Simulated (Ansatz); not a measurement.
A first try at a geometry optimisation of CH₅NSeSi, SMILES N[SiH2]C=[Se], using Ansatz 0.2.0, Python API.

Input file `ch5nsesi.xyz`:
```text
9

N    -0.71410    0.89060   -0.94990
Si    0.42570   -0.25910   -0.36350
C     0.02840   -0.66220    1.38170
Se   -1.54160   -1.38850    1.72070
H    -0.49340    1.15130   -1.96400
H    -0.62110    1.82460   -0.40780
H     0.37680   -1.47710   -1.17100
H     1.82130    0.32780   -0.46820
H     0.80670   -0.45380    2.20500
```

`opt.py`
```python
from dataclasses import dataclass

import ansatz as az
import numpy as np


@dataclass(frozen=True)
class RunConfig:
    basis_set: str = "def2-SVP"
    functional: str = "r2SCAN"
    vdw: str = "d4"


opts = RunConfig()

mol = az.Crystal.molecule_from_extxyz("ch5nsesi.xyz")

job = mol.basis(gaussian=opts.basis_set).functional(opts.functional, dispersion=opts.vdw)
symbols = [site.symbol for site in mol.cartesian_sites]
start = np.array([site.position_ang for site in mol.cartesian_sites], dtype=float)
def progress(event):
    if event["event"] == "relax_step":
        row = event["data"]
        print(f"step {row['step']:3d}  E = {row['lagrangian_ev']:.6f} eV  largest force component {row['allowed_force_max_ev_ang']:.4f} eV/A")


r = job.relax(force_tolerance=0.01, max_steps=30).session().plan().execute(on_event=progress).report
end = np.array(r["positions_ang"])

for key in ("converged", "free_energy_ev", "reference_energy_ev", "n_frozen", "n_occupied", "n_virtual"):
    print(f"{key:22s} {r[key]}")

print("final positions (A) and the move of each atom")
for symbol, xyz, old in zip(symbols, end, start):
    print(f"{symbol:2s} {xyz[0]:10.5f} {xyz[1]:10.5f} {xyz[2]:10.5f}   {np.linalg.norm(xyz - old):7.4f}")
with open("ch5nsesi_opt.xyz", "w") as handle:
    handle.write(f"{len(symbols)}\nrelaxed CH5NSeSi\n")
    handle.writelines(f"{s:2s} {x:11.6f} {y:11.6f} {z:11.6f}\n" for s, (x, y, z) in zip(symbols, end))
```

Running `python opt.py` prints:
```text
Traceback (most recent call last):
  File "opt.py", line 18, in <module>
    job = mol.basis(gaussian=opts.basis_set).functional(opts.functional, dispersion=opts.vdw)
          ^^^^^^^^^
AttributeError: 'Crystal' object has no attribute 'basis'
```

Find the fault and give the corrected script.

The fault: settings are called on the crystal, without .calculation(). The cap on steps that the faulty run carried goes too. The correction:

```diff
--- before
+++ after
@@ -17,3 +17,3 @@
 
-job = mol.basis(gaussian=opts.basis_set).functional(opts.functional, dispersion=opts.vdw)
+job = mol.calculation().basis(gaussian=opts.basis_set).functional(opts.functional, dispersion=opts.vdw)
 symbols = [site.symbol for site in mol.cartesian_sites]
@@ -26,3 +26,3 @@
 
-r = job.relax(force_tolerance=0.01, max_steps=30).session().plan().execute(on_event=progress).report
+r = job.relax(force_tolerance=0.01).session().plan().execute(on_event=progress).report
 end = np.array(r["positions_ang"])
```

With that change:

```console
$ python opt.py
step   1  E = -75820.196573 eV  largest force component 2.8014 eV/A
step   2  E = -75820.426450 eV  largest force component 1.1299 eV/A
step   3  E = -75820.392161 eV  largest force component 1.1558 eV/A
step   4  E = -75820.486724 eV  largest force component 0.3337 eV/A
step   5  E = -75820.501455 eV  largest force component 0.2069 eV/A
step   6  E = -75820.517962 eV  largest force component 0.2146 eV/A
step   7  E = -75820.538793 eV  largest force component 0.3563 eV/A
step   8  E = -75820.538873 eV  largest force component 0.9402 eV/A
step   9  E = -75820.571667 eV  largest force component 0.3932 eV/A
step  10  E = -75820.594419 eV  largest force component 0.4621 eV/A
step  11  E = -75820.570904 eV  largest force component 0.7194 eV/A
step  12  E = -75820.609648 eV  largest force component 0.1503 eV/A
step  13  E = -75820.616830 eV  largest force component 0.1150 eV/A
step  14  E = -75820.622705 eV  largest force component 0.0893 eV/A
step  15  E = -75820.623177 eV  largest force component 0.0925 eV/A
step  16  E = -75820.625733 eV  largest force component 0.0907 eV/A
step  17  E = -75820.626337 eV  largest force component 0.0740 eV/A
step  18  E = -75820.625600 eV  largest force component 0.1533 eV/A
step  19  E = -75820.626992 eV  largest force component 0.0821 eV/A
step  20  E = -75820.627204 eV  largest force component 0.0226 eV/A
step  21  E = -75820.627402 eV  largest force component 0.0568 eV/A
step  22  E = -75820.627469 eV  largest force component 0.0228 eV/A
step  23  E = -75820.627525 eV  largest force component 0.0161 eV/A
step  24  E = -75820.628290 eV  largest force component 0.0068 eV/A
step  25  E = -75820.622889 eV  largest force component 0.6410 eV/A
step  26  E = -75820.628480 eV  largest force component 0.1115 eV/A
step  27  E = -75820.626671 eV  largest force component 0.3589 eV/A
step  28  E = -75820.629267 eV  largest force component 0.0316 eV/A
step  29  E = -75820.629851 eV  largest force component 0.0129 eV/A
step  30  E = -75820.630079 eV  largest force component 0.1150 eV/A
step  31  E = -75820.630332 eV  largest force component 0.0519 eV/A
step  32  E = -75820.630438 eV  largest force component 0.0118 eV/A
step  33  E = -75820.630570 eV  largest force component 0.0051 eV/A
step  34  E = -75820.630533 eV  largest force component 0.0493 eV/A
step  35  E = -75820.630633 eV  largest force component 0.0078 eV/A
step  36  E = -75820.630660 eV  largest force component 0.0176 eV/A
step  37  E = -75820.630665 eV  largest force component 0.0080 eV/A
converged              True
free_energy_ev         -75820.63067471037
reference_energy_ev    -75820.57993437149
n_frozen               0
n_occupied             [33, 33]
n_virtual              [70, 70]
final positions (A) and the move of each atom
N    -0.52535    1.01633   -0.96416    0.2272
Si    0.60702   -0.14034   -0.39575    0.2191
C     0.04960   -0.68838    1.31835    0.0718
Se   -1.50167   -0.26381    2.04812    1.1721
H    -0.55778    1.33725   -1.92498    0.2006
H    -1.44244    1.02054   -0.52081    1.1549
H     0.73986   -1.40755   -1.19659    0.3705
H     1.99226    0.41636   -0.28178    0.2680
H     0.72720   -1.33682    1.90060    0.9374
```

It writes `ch5nsesi_opt.xyz`:
```text
9
relaxed CH5NSeSi
N    -0.525347    1.016335   -0.964157
Si    0.607015   -0.140337   -0.395750
C     0.049602   -0.688381    1.318348
Se   -1.501673   -0.263814    2.048122
H    -0.557778    1.337254   -1.924980
H    -1.442441    1.020544   -0.520813
H     0.739857   -1.407546   -1.196593
H     1.992262    0.416362   -0.281776
H     0.727204   -1.336817    1.900600
```

Reading the output:
- Total energies depend on the basis set; only differences at equal settings carry meaning.
- The end point is the stationary point reached from this start; no frequency run checks that it is a minimum, and the basis set is modest.
- Total less reference energy is the dispersion correction.
- Hardware and time: 4.3 min on 1 thread of Arm Neoverse V1, on a shared host, peak memory 0.24 GiB.
